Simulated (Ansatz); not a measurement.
A nudged elastic band was laid between two geometries of a periodic cell of 17 atoms, Si$_{16}$Ge (host Si, host structure diamond, interstitial Ge).

Method: DFT PBE, scalar-relativistic, plane waves, PAW in Ansatz 0.2.0. Settings: PAW set soft_1, cutoff 420 eV, k mesh 2x2x2, fermi-dirac smearing 0.02 eV, no spin polarisation.

```json
{
  "movable images": "5",
  "climbing image": "yes",
  "spring": "5.0 eV/Å²",
  "optimiser": "quadratic models (default)",
  "start path": "IDPP",
  "force threshold": "0.05 eV/Å",
  "iteration limit": "45",
  "end points": "relaxed"
}
```

First end point:

```xyz
17
Lattice="0.0000 5.4300 5.4300 5.4300 0.0000 5.4300 5.4300 5.4300 0.0000" Properties=species:S:1:pos:R:3
Si 0.001 -0.003 0.003
Si 1.349 1.347 1.351
Si 2.715 2.713 0.052
Si 4.081 4.079 1.351
Si 2.716 0.047 2.717
Si 4.082 1.346 4.084
Si 5.381 2.713 2.718
Si 6.746 4.113 4.115
Si 0.050 2.713 2.717
Si 1.349 4.079 4.083
Si 2.715 5.378 2.717
Si 4.116 6.744 4.116
Si 2.716 2.713 5.383
Si 4.114 4.112 6.748
Si 5.431 5.427 5.433
Si 6.746 6.745 6.747
Ge 8.146 8.141 8.149
```

Last end point:

```xyz
17
Lattice="0.0000 5.4300 5.4300 5.4300 0.0000 5.4300 5.4300 5.4300 0.0000" Properties=species:S:1:pos:R:3
Si 0.043 -0.043 -0.043
Si 1.408 1.358 1.355
Si 2.707 2.724 -0.011
Si 4.073 4.023 1.355
Si 2.707 -0.008 2.721
Si 4.073 1.358 4.021
Si 5.439 2.724 2.721
Si 6.788 4.073 4.070
Si 0.042 2.757 2.755
Si 1.359 4.073 4.069
Si 2.674 5.389 2.754
Si 4.073 6.788 4.119
Si 2.673 2.758 5.387
Si 4.073 4.122 6.785
Si 5.439 5.422 5.419
Si 6.739 6.788 6.785
Ge 9.504 6.788 6.783
```

(1) What changes between the two ends?

(2) What energy profile does the band end with?

(3) What is the geometry of the highest image?

The band took 10 iterations and of the order of 11 core-minutes.

Results:

(1) Contacts lost: Si8–Ge17. Contacts made: Si1–Ge17. The atom that moves furthest is Ge17, by 2.35 Å.

(2) The forces met the threshold. The highest image is number 4 of 0 to 6, 0.34 eV above the ends, which have the same energy within 2 meV. By the program's own check the climbing image is a first-order saddle point (lowest curvatures found: -0.35 and 0.40 eV/Å²). Limits of this set-up: coarse k mesh.

| image | path coordinate (Å) | energy (eV) | Si8–Ge17 (Å) | Si1–Ge17 (Å) |
| --- | --- | --- | --- | --- |
| 0 | 0.00 | 0.00 | 2.42 | 4.70 |
| 1 | 0.50 | 0.08 | 2.46 | 4.29 |
| 2 | 0.99 | 0.31 | 2.56 | 3.84 |
| 3 | 1.49 | 0.34 | 2.86 | 3.31 |
| 4 | 1.98 | 0.34 | 3.38 | 2.82 |
| 5 | 2.68 | 0.17 | 4.11 | 2.50 |
| 6 | 3.39 | 0.00 | 4.70 | 2.42 |

(3) 
```xyz
17
Lattice="0.0000 5.4300 5.4300 5.4300 0.0000 5.4300 5.4300 5.4300 0.0000" Properties=species:S:1:pos:R:3:forces:R:3
Si -0.273 0.276 0.275 0.00 0.00 0.00
Si 1.417 1.428 1.428 0.00 0.00 0.00
Si 2.803 2.627 -0.010 0.00 0.00 0.00
Si 4.006 4.013 1.426 0.00 0.00 0.00
Si 2.803 -0.010 2.626 0.00 0.00 0.00
Si 4.006 1.425 4.011 0.00 0.00 0.00
Si 5.442 2.625 2.624 0.00 0.00 0.00
Si 7.003 3.856 3.855 0.00 0.00 0.00
Si 0.174 2.832 2.833 0.00 0.00 -0.01
Si 1.103 4.327 4.327 -0.01 0.00 0.00
Si 2.602 5.248 2.836 0.00 0.00 -0.01
Si 4.183 6.673 4.154 0.00 0.01 0.00
Si 2.601 2.835 5.247 0.00 -0.01 0.00
Si 4.184 4.154 6.672 0.00 0.00 0.01
Si 5.642 5.217 5.217 0.00 0.00 0.00
Si 6.710 6.672 6.673 0.00 0.00 0.00
Ge 8.955 7.332 7.331 0.00 0.00 0.01
```

The run took 11 min on 1 thread of Arm Neoverse V2, with other jobs on the host, peak memory 0.93 GiB.
